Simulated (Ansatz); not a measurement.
# CH4OSSi: small, medium and large basis sets

An exercise on one series of results from a longer session: the logs are not shown, and one member is left open.

The runs use Ansatz 0.2.0, Gaussian basis; one geometry, several basis sets.

The runs, in order: PBE0-D4/def2-SVP; ωB97M-V/def2-SVP; PBE0-D4/def2-QZVPP; ωB97M-V/def2-QZVPP; the functionals' def2-TZVPP values are taken from earlier runs.

**The geometry**

An earlier PBE0-D4 in a triple-zeta def2 set relaxation fixed the geometry.

SMILES `O=C([SiH3])S`, 8 atoms, charge 0, spin multiplicity 1.

Atoms are counted from 1 here; the program's logs count them from 0.

Bond lengths: O1–C2 1.201 Å, C2–Si3 1.927 Å, C2–S4 1.785 Å, Si3–H5 1.484 Å, Si3–H6 1.482 Å, Si3–H7 1.482 Å, S4–H8 1.346 Å. Angles: O1–C2–Si3 121.5°, O1–C2–S4 123.4°, Si3–C2–S4 115.2°, C2–Si3–H5 110.0°, C2–Si3–H6 107.1°, C2–Si3–H7 107.1°, H5–Si3–H6 110.9°, H5–Si3–H7 110.9°, H6–Si3–H7 110.7°, C2–S4–H8 95.2°.

Set-up of the first run:

in.yaml reads:

```yaml
crystal:
  periodic: [false, false, false]
  atoms:
    - {symbol: O, position_ang: [-0.419104, -0.636159, 1.647322]}
    - {symbol: C, position_ang: [-0.256605, -0.512945, 0.463540]}
    - {symbol: Si, position_ang: [0.522678, 1.083251, -0.284292]}
    - {symbol: S, position_ang: [-0.707132, -1.766296, -0.725364]}
    - {symbol: H, position_ang: [0.605248, 0.964664, -1.761059]}
    - {symbol: H, position_ang: [-0.347482, 2.217461, 0.106219]}
    - {symbol: H, position_ang: [1.872458, 1.229038, 0.309787]}
    - {symbol: H, position_ang: [-1.177962, -2.636214, 0.188145]}
basis:
  gaussian: {orbitals: def2-SVP}
hamiltonian: {xc: pbe0, dispersion: d4}
output: {orbitals: {seedname: orbitals}}
```

Command:

```
$ ansatz run in.yaml --threads 2 --pin off --events-out ev --progress --plain --max-ram 4352MiB
```

Steps of the session up to this table: PBE0-D4 in def2-SVP; ωB97M-V in def2-SVP; PBE0-D4 in def2-QZVPP; ωB97M-V in def2-QZVPP.

One table of the session follows, with a row left open; its other results are not shown here.

```
functional       basis  HOMO (eV)
   PBE0-D4    def2-SVP      -7.30
   PBE0-D4  def2-TZVPP      -7.38
   PBE0-D4  def2-QZVPP      -7.41
   ωB97M-V    def2-SVP          ?
   ωB97M-V  def2-TZVPP      -9.57
   ωB97M-V  def2-QZVPP      -9.61
```

Q: Estimate the row for ωB97M-V, def2-SVP from the others.

The run gave: HOMO (eV): -9.45. In the column «HOMO (eV)» it lies between ωB97M-V, def2-TZVPP (-9.57) and PBE0-D4, def2-QZVPP (-7.41).
